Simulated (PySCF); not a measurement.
C2BF2H, in a box:

```xyz
6
Lattice="13.0000 0.0000 0.0000 0.0000 11.0000 0.0000 0.0000 0.0000 13.0000" Properties=species:S:1:pos:R:3 pbc="T T T"
C     5.4450    6.1836    7.6268
C     6.1101    5.8390    6.6851
B     6.9506    5.4036    5.4949
F     6.4823    4.5533    4.6067
F     8.1703    5.8645    5.3193
H     4.8557    6.4887    8.4612
```

Program: PySCF 2.14.0. Alike in all runs: task atomic charges; potentials or basis 6-31g* (all-electron); no spin polarisation; cell as given; k mesh 1 × 1 × 1; smearing fixed.

Task: Order these runs on this cell by their band gap on the k mesh, lowest first.
A. level CAM-B3LYP+D3(BJ); three-body dispersion term no; exxdiv ewald
B. level HSE03+D3(BJ); three-body dispersion term no; exxdiv ewald
C. level B3LYP5+D4; three-body dispersion term yes; exxdiv ewald
D. level AM05+D4; three-body dispersion term yes

Result: D (5.19 eV), B (6.74 eV), C (7.01 eV), A (10.11 eV).

Caveats: this is a molecule in a periodic box at the Γ point, so its band gap is the HOMO-LUMO gap; the basis of atomic orbitals isn't converged, which shifts pressures, moduli and gaps; this program's HSE differs a little from the usual definition (some runs); the D4 parameters stored for this functional may belong to another (some runs).

A k mesh can miss the band edges.

Not every run made on this cell is shown here.
